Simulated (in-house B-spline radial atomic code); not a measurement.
# As⁶⁺: Hartree-Fock with and without relativity

Wanted: relativistic shifts in As⁶⁺, shell by shell.

The numbers are computed with in-house B-spline radial atomic code version 1 (Hartree-Fock averaged over the configuration, non-relativistic (point nucleus) and Dirac-Coulomb (finite nucleus); spherical all-electron atom at the radial basis limit), except any that are marked as measured or tabulated.

### 1 What is computed

| Item | Value |
| --- | --- |
| element | arsenic (Z = 33) |
| charge | +6 |
| electrons | 27 |
| configuration | [Ar] 3d9 |
| nucleus | point (non-relativistic run); Fermi, rms radius 4.097 fm (Dirac runs) |

The outer shells:

[Ar] 3d9
```
[Ar] core
3d [↑↓][↑↓][↑↓][↑↓][↑ ]
```

The boxes draw the filling by Hund's rule, which heavy ions in jj coupling don't follow; these runs average over all states of the configuration.

### 2 Non-relativistic run

Settings of the run:

```ini
Z = 33
electrons = 27.0
configuration = [Ar] 3d9
hamiltonian = nr
method = hf
spin_polarised = False
```

### 3 Dirac-Coulomb run

Settings of the run:

```ini
Z = 33
electrons = 27.0
configuration = [Ar] 3d9
hamiltonian = dirac
method = hf
spin_polarised = False
nucleus = fermi
rms_radius = 4.0968
mass_number = 75
atomic_mass = 74.921594562
speed_of_light = 137.035999084
```

### 4 Dirac-Coulomb run in the lowest jj configuration, 1s2 2s2 2p6 3s2 3p6 3d-4 3d+5

In configurations, a minus sign after the shell means j = l − 1/2 and a plus sign j = l + 1/2; the count of electrons follows.

The settings differ from step 3 so:

```diff
@@ -2,3 +2,3 @@
 electrons = 27.0
-configuration = [Ar] 3d9
+configuration = 1s2 2s2 2p6 3s2 3p6 3d-4 3d+5
 hamiltonian = dirac
```

How much does each shell's level and mean radius change with the Dirac Hamiltonian, and the total energy?

**Answer**, as computed:

Levels and radii; the Dirac values are averaged over j with the occupations as weights.

| shell | ε non-rel. (eV) | ε Dirac (eV) | <r> non-rel. (bohr) | <r> Dirac (bohr) | change of <r> (%) |
| --- | --- | --- | --- | --- | --- |
| 1s | -11873.1 | -12053.5 | 0.04636 | 0.04548 | -1.91 |
| 2s | -1633.46 | -1674.34 | 0.2059 | 0.2017 | -2.03 |
| 2p | -1466.15 | -1476.07 | 0.1787 | 0.1770 | -0.95 |
| 3s | -314.50 | -321.81 | 0.6000 | 0.5901 | -1.65 |
| 3p | -255.73 | -257.71 | 0.6098 | 0.6054 | -0.71 |
| 3d | -154.29 | -153.42 | 0.6294 | 0.6312 | +0.28 |

**Reading.** The Dirac run lies -25.24 hartree (-1.1 %) from the non-relativistic one; the finite nucleus has a part in that. The first-order mass-velocity and Darwin terms of the non-relativistic run add up to -23.92 hartree, 95 % of it. Averaged over j, the 2s shell contracts most (-2.03 %), while 3d expands by 0.28 %, being screened better by the contracted inner s and p shells. Spin-orbit coupling splits the 3d level by 0.835 eV and the 2p level by 36.951 eV. The lowest jj configuration lies 0.296 eV below the average over the whole configuration. Breit terms add 1.05 hartree and QED terms 0.705 hartree.
